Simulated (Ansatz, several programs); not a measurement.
KYSe2, ordered on the rocksalt lattice (P4/mmm) with 4 atoms a cell, relaxed with PBE in Ansatz (plane waves, PAW): it is tetragonal, P4/mmm (No. 123); conventional cell a = 4.339 Å, c = 5.888 Å, 27.71 Å³ an atom. Around K lie 6 Se at 2.94–3.07 Å; around Se lie 2 K at 2.94 Å and 4 Y at 3.07 Å; around Y lie 6 Se at 2.94–3.07 Å; around Se lie 2 Y at 2.94 Å and 4 K at 3.07 Å. The cell was then scaled with its shape and fractional coordinates held, which makes it stiffer than a relaxed compression. No spin polarisation. The prototype was imposed, so other structures may be more stable.

| V (Å³/atom) | E (meV/atom) |
| --- | --- |
| 26.048 | 16.78 |
| 27.711 | 0.00 |
| 28.542 | 3.58 |
| 29.373 | 13.59 |

Q: Pass a cubic E = c₀ + c₁u + c₂u² + c₃u³, with u = V − 27.919 Å³, through these points.

A: c₀ = 0.23, c₁ = +2.217, c₂ = 5.284, c₃ = -0.3361 (meV and Å³).

Q: Where is the minimum, and what bulk modulus follows?

A: dE/du = 0 at u = -0.206, so V₀ = 27.71 Å³. B = V₀ d²E/dV² = 27.71 × (2c₂ + 6c₃u) = 27.71 × 10.982 = 304 meV/Å³, and 1 meV/Å³ is 0.16022 GPa: 49 GPa. A third-order Birch-Murnaghan fit to all five points gives 27.71 Å³ and 48 GPa.

Q: Predict the energy and the pressure at the withheld volume, 26.880 Å³.

A: With u = -1.039: E ≈ 4.01 meV and P = −dE/dV ≈ +1.58 GPa. The run gives 3.97 meV and, from its stress, +1.57 GPa.
